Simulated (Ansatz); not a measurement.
# TaRu: a line through a two-coordinate scan

An exercise on one series of results from a longer session: the logs are not shown, and one member is left open.

Method: DFT PBEsol, scalar-relativistic, plane waves, PAW, in Ansatz 0.2.0.

56 further runs of the same task are left out: 56 set aside as unsound or not needed.

## The structure to begin with

Symmetry: P4/mmm, No. 123, tetragonal system. The conventional cell has a = 3.023 Å, b = 3.023 Å, c = 3.387 Å, α = 90.00°, β = 90.00°, γ = 90.00°. Ta (site symmetry 4/mmm) has 8 Ru at 2.73 Å and 4 Ta at 3.02 Å as nearest neighbours. Ru (site symmetry 4/mmm) is surrounded by 8 Ta at 2.73 Å and 4 Ru at 3.02 Å.

As a file:

```
Ta Ru
1.0
     3.02346    0.00000    0.00000
     0.00000    3.02346    0.00000
     0.00000    0.00000    3.38723
Ta Ru
1 1
Direct
  0.50000 0.50000 0.50000
  0.00000 0.00000 0.00000
```

It is the result of an earlier relaxation at this level (volume 15.48 Å³/atom; gap on the mesh: none (metal)).

## The scan

The energy is mapped over volume and a fixed ferromagnetic moment.

- volume per atom: 9 values from 12.70 to 18.27 Å³
- total spin moment of the cell, held fixed: 11 values from 0.00 to 1.50 μB

Nothing else is relaxed (shape and fractional coordinates fixed). Points are written as (first, second).

Set-up of the first run:

File input.yaml:

```yaml
crystal:
  lattice:
    - [2.8299186167, 0.0, 0.0]
    - [0.0, 2.8299186167, 0.0]
    - [0.0, 0.0, 3.170405469]
  atoms:
    - { symbol: Ta, position: [0.5, 0.5, 0.5] }
    - { symbol: Ru, position: [0.0, 0.0, 0.0], spin: 0.3 }
basis:
  ecutwfc: 420
kpoints:
  mp_grid: { grid: [16, 16, 14] }
hamiltonian:
  xc: pbesol
scf:
  occupations: { method: gaussian, width: 0.15 }
  lower_state_search: "off"
output:
  forces: true
  stress: true
  eigenvalues: true
  populations: true
magnetization:
  spin_polarized: true
  initial_magnetization: 0.3
  spin_locking: { lock_magnetization: hard }
```

Command:

```console
$ ansatz run input.yaml --threads 2 --pin off --max-ram 4096MiB --backend cpu --events-out ev --progress --plain --runs-dir out
```

Among the steps run: The run at (12.70 Å³, 0.30 μB); The run at (13.39 Å³, 0.30 μB); Point (14.09 Å³, 0.30 μB); Point (14.79 Å³, 0.30 μB); Point (15.48 Å³, 0.30 μB); Grid point (16.18 Å³, 0.30 μB); Grid point (16.88 Å³, 0.30 μB); The run at (17.57 Å³, 0.30 μB); Point (18.27 Å³, 0.30 μB).

One table of the session follows, with a row left open; its other results are not shown here.

```
volume per atom (Å³)  energy (meV/atom)  pressure (GPa)
               12.70                609              83
               13.39                314              54
               14.09                  ?               ?
               14.79                 30              14
               15.48                  0               0
               16.18                 24             −11
               16.88                 90             −19
               17.57                190             −26
               18.27                316             −31
```

Q: Estimate the row for volume per atom (Å³) = 14.09 from the others.

Worked estimate for «energy (meV/atom)». A straight line through the neighbours (13.39, 314) and (14.79, 30) gives 314 + (30 − 314) × (14.09 − 13.39) / (14.79 − 13.39) = 172; a parabola fitted to 4 rows on both sides gives 127.

As computed: energy (meV/atom): 129; pressure (GPa): 32. In «energy (meV/atom)» the line misses by +43 and the parabola by -2.

Energies count from the lowest point of the line.

What this shows: Along the line the energy is lowest at 15.48 Å³. A parabola through the lowest point and its two neighbours puts the minimum at 15.523 Å³, with a curvature of about 110 meV/atom per (Å³)². The well is lopsided: two grid steps out, the energy rises by 129 meV/atom towards smaller values and 90 meV/atom towards larger ones. The highest point computed, at 12.70 Å³, lies 609 meV/atom above the lowest.

Limits of these values: Warnings in the runs' records: stress scf threshold loose.
